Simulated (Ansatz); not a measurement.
**AlBrH₄N₂: up Jacob's ladder to CCSD(T)**

How much do the methods differ for AlBrH₄N₂? The plan is to run it at one geometry with functionals of several rungs and with coupled cluster. The yardstick is the atomisation energy at the CCSD(T) limit.

Computed with Ansatz 0.2.0, Gaussian basis. Level: functionals in def2-TZVPP, the program's frozen cores in correlated methods.

Levels to be run: LDA (SPW92), PBE-D4, revPBE-D4, BLYP-D4, r2SCAN-D4, B97M-V, PBE0-D4, B3LYP-D4, r2SCANh-D4, r2SCAN0-D4, HSE06-D4, BHLYP-D4, CAM-B3LYP-D4, LC-ωPBE, ωB97X-V, ωB97M-V, B2PLYP, PBE-QIDH; CCSD(T)/def2-SVP; CCSD(T)/def2-TZVPP; MP2/def2-QZVPP; extrapolation to the limit; RPA on PBE.

## (1) The relaxed structure

The geometry comes from an earlier relaxation with PBE0-D4 in a triple-zeta def2 set; it is a stationary point, not always the lowest conformer.

SMILES `[NH2][Al]([NH2])[Br]`, 8 atoms, charge 0, spin multiplicity 1.

Atoms are counted from 1 here; the program's logs count them from 0.

Bond lengths: N1–Al2 1.758 Å, N1–H5 1.006 Å, N1–H6 1.006 Å, Al2–N3 1.758 Å, Al2–Br4 2.258 Å, N3–H7 1.006 Å, N3–H8 1.006 Å. Angles: Al2–N1–H5 123.5°, Al2–N1–H6 125.8°, H5–N1–H6 110.6°, N1–Al2–N3 123.6°, N1–Al2–Br4 118.2°, N3–Al2–Br4 118.2°, Al2–N3–H7 125.8°, Al2–N3–H8 123.5°, H7–N3–H8 110.6°.

## (2) LDA

This LDA is Slater exchange with PW92 correlation.

Input file in.yaml:

```yaml
crystal:
  periodic: [false, false, false]
  atoms:
    - {symbol: N, position_ang: [-0.268883, 1.555179, -0.103512]}
    - {symbol: Al, position_ang: [-0.163200, -0.171986, -0.412220]}
    - {symbol: N, position_ang: [0.559609, -1.317484, 0.708024]}
    - {symbol: Br, position_ang: [-1.003331, -0.962693, -2.353470]}
    - {symbol: H, position_ang: [-0.682955, 2.210385, -0.745150]}
    - {symbol: H, position_ang: [0.065777, 2.027745, 0.719229]}
    - {symbol: H, position_ang: [0.966115, -1.091823, 1.600239]}
    - {symbol: H, position_ang: [0.619066, -2.306222, 0.531060]}
basis:
  gaussian: {orbitals: def2-TZVPP}
hamiltonian: {xc: lda}
output: {orbitals: {seedname: orbitals}}
```

After this run come: PBE-D4 (GGA); revPBE-D4 (GGA); BLYP-D4 (GGA); r2SCAN-D4 (meta-GGA); B97M-V (meta-GGA); PBE0-D4 (hybrid); B3LYP-D4 (hybrid); r2SCANh-D4 (hybrid); r2SCAN0-D4 (hybrid); HSE06-D4 (hybrid); BHLYP-D4 (hybrid); CAM-B3LYP-D4 (range-separated); LC-ωPBE-D4 (range-separated); ωB97X-V (range-separated); ωB97M-V (range-separated); B2PLYP (double hybrid); PBE-QIDH (double hybrid); CCSD(T) in def2-SVP; CCSD(T) in def2-TZVPP; MP2 in def2-QZVPP; RPA on PBE orbitals.

Q: Predict the results of all the runs planned. Wanted: atomisation energy, CCSD(T)/CBS; farthest beyond LDA; mean size of error, GGA; mean size of error, meta-GGA; mean size of error, hybrid; mean size of error, range-separated; mean size of error, double hybrid; gap, smallest and largest; T1 diagnostic.

The runs gave:

| quantity | value |
| --- | --- |
| atomisation energy, CCSD(T)/CBS | 2718.8 kJ/mol |
| functionals within 27.2 kJ/mol (1.0 %) | PBE-D4, BLYP-D4, r2SCAN-D4, B97M-V, B3LYP-D4, CAM-B3LYP-D4, ωB97X-V, ωB97M-V |
| farthest beyond LDA | BHLYP-D4 (-97.7 kJ/mol) |
| mean size of error, GGA | 29.6 kJ/mol |
| mean size of error, meta-GGA | 19.8 kJ/mol |
| mean size of error, hybrid | 49.4 kJ/mol |
| mean size of error, range-separated | 10.9 kJ/mol |
| mean size of error, double hybrid | 49.5 kJ/mol |
| gap, smallest and largest | 4.78 eV (BLYP-D4), 12.15 eV (LC-ωPBE) |
| T1 diagnostic | 0.0081 |
| triples share of the correlation energy | 3.5 % |

LDA overbinds by 350.0 kJ/mol (13 %). PBE-D4 misses by +18.7 kJ/mol. Double hybrids carry the basis error of their MP2 part in triple zeta, and no dispersion term here, so their miss is partly the set-up's. The rungs range-separated, meta-GGA miss on average by less than the doubt on the reference (27.2 kJ/mol), so they tie. The reference freezes the cores and leaves out relativity and excitations past (T), and its outer-core shells are covered unevenly, so misses under about 27.2 kJ/mol can't be ranked. All levels share the lack of spin-orbit coupling, which lowers the free heavy atoms and so the true binding. Hartree-Fock recovers 68 % of the binding; the rest is correlation. CCSD(T) in def2-SVP is off by -244.9 kJ/mol, so the small basis spoils what the method gains. Orbital gaps span 4.8 to 12.2 eV; exact exchange widens them. Correlated methods include outer-core shells of Br, which these sets cover unevenly.
